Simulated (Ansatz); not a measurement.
# GeH2: the cost of one run

The runs use Ansatz 0.2.0, Gaussian basis; PBE0-D4/def2-TZVP structures, single points in def2-TZVPP, no counterpoise correction.

Levels: SPW92, PBE-D4, BLYP-D4, r2SCAN-D4, B97M-V, PBE0-D4, B3LYP-D4, r2SCAN0-D4, BHLYP-D4, CAM-B3LYP-D4, wB97X-V, wB97M-V, B2PLYP, PBE-QIDH, RPA on PBE, Hartree-Fock, MP2, CCSD, CCSD(T).

Correlated methods freeze the cores. Filled d shells of the heavier atoms are correlated. B3LYP uses VWN-RPA correlation. B2PLYP carries no dispersion term here.

56 further runs of the same task are left out: 56 set aside as unsound or not needed.

## 1. The system as given

The complex: 7 atoms, charge 0, spin multiplicity 1.

Atoms are counted from 1 here; the program's logs count them from 0.

Bond lengths: Ge1–H2 1.769 Å, Ge1–H4 1.584 Å, Ge1–H5 1.584 Å, H2–As3 1.668 Å, As3–H6 1.527 Å, As3–H7 1.527 Å. Angles: H2–Ge1–H4 94.9°, H2–Ge1–H5 95.0°, H4–Ge1–H5 94.5°, Ge1–H2–As3 116.4°, H2–As3–H6 82.5°, H2–As3–H7 82.6°, H6–As3–H7 91.2°.

As a file:

```
Ge   -1.6504    0.3985    0.2163
H    -0.3272   -0.5497   -0.4753
As    1.2160   -0.1177   -0.0120
H    -0.9847    1.8038   -0.0874
H    -1.1100    0.3241    1.7037
H     1.3710   -1.6261    0.1650
H     1.4853   -0.2328   -1.5103
```

Its parts: GeH₂ holds atoms 1, 4, 5; AsH₃ holds atoms 2, 3, 6, 7. Each part counts its atoms afresh in its own runs.

## 2. Relaxing GeH₂ alone

Input file relax-a/in.yaml:

```yaml
crystal:
  periodic: [false, false, false]
  atoms:
    - {symbol: Ge, position_ang: [-1.650384, 0.398483, 0.216284]}
    - {symbol: H, position_ang: [-0.984651, 1.803789, -0.087447]}
    - {symbol: H, position_ang: [-1.110023, 0.324068, 1.703664]}
basis:
  gaussian: {orbitals: def2-TZVP}
hamiltonian: {xc: pbe0, dispersion: d4}
relax: {f_tol: 0.005, max_steps: 200}
```

Started as:

```
$ ansatz run in.yaml --threads 2 --pin off --events-out ev --progress --plain --max-ram 4352MiB
```

**Question.** How long does this run take on 2 threads of Arm Neoverse V1, shared host?

About 1.6 s.
